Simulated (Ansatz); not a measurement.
Predict the output of the script below (Ansatz's Python interface).

`tae.py`:
```python
from collections import Counter

import ansatz as az


def total_energy(molecule, charge=0, unpaired=0):
    calc = (
        molecule.calculation()
        .basis(gaussian="def2-TZVP")
        .functional("B3LYP")
    )
    if charge:
        calc = calc.charge(charge)
    if unpaired:
        calc = calc.spin("collinear", total=unpaired)
    report = calc.run(threads=1).report
    if report["published_state_doubts"]:
        print("  doubts:", report["published_state_doubts"])
    return report["free_energy_ev"]

molecule = (
    az.Crystal.molecule()
    .atom("N", (-0.7176, 1.5139, -0.4636))
    .atom("Si", (-0.231, 0.2508, 0.5711))
    .atom("Si", (1.8276, -0.6854, 0.0488))
    .atom("P", (-1.8748, -1.2185, 0.4137))
    .atom("H", (-0.0849, 2.3065, -0.3782))
    .atom("H", (-0.6824, 1.2206, -1.4371))
    .atom("H", (-0.216, 0.8212, 1.9358))
    .atom("H", (2.8846, 0.3614, 0.1087))
    .atom("H", (1.7973, -1.216, -1.3421))
    .atom("H", (2.182, -1.7864, 0.9846))
    .atom("H", (-1.9464, -1.2707, -0.9968))
    .atom("H", (-2.9384, -0.2974, 0.5552))
)

unpaired = {"N": 3, "Si": 2, "P": 3, "H": 1}
counts = Counter(site.symbol for site in molecule.cartesian_sites)
atom_energy = {s: total_energy(az.Crystal.molecule().atom(s, (0, 0, 0)), 0, unpaired[s]) for s in counts}
whole = total_energy(molecule, 0, 0)
for s, e in atom_energy.items():
    print(f"{s:2s} x{counts[s]}  {e:14.5f} eV")
print(f"H8NPSi2: {whole:.5f} eV")
split = sum(counts[s] * e for s, e in atom_energy.items()) - whole
print(f"atomisation energy (no zero-point term): {split:.3f} eV, {split / sum(counts.values()):.3f} eV an atom")
```

```console
$ python tae.py
N  x1     -1485.84985 eV
Si x2     -7874.75881 eV
P  x1     -9286.71787 eV
H  x8       -13.66431 eV
H8NPSi2: -26668.19082 eV
atomisation energy (no zero-point term): 36.791 eV, 3.066 eV an atom
```

36.791 eV from the electronic energies, without the zero-point term.

What to keep in mind:
- These settings explore the input space; basis and method may be short of convergence.
- The geometry is a force-field or estimated start, not a minimum of this method, and the basis set is short of its limit. All parts are taken at fixed geometry, without zero-point energy.
- b3lyp holds the VWN-RPA fit, as in Gaussian; the form of ORCA and Turbomole is b3lyp5.
- Timing: 4.6 s on 1 thread of Intel(R) Xeon(R) 6975P-C (Granite Rapids), with other jobs on the host, peak memory 0.42 GiB.
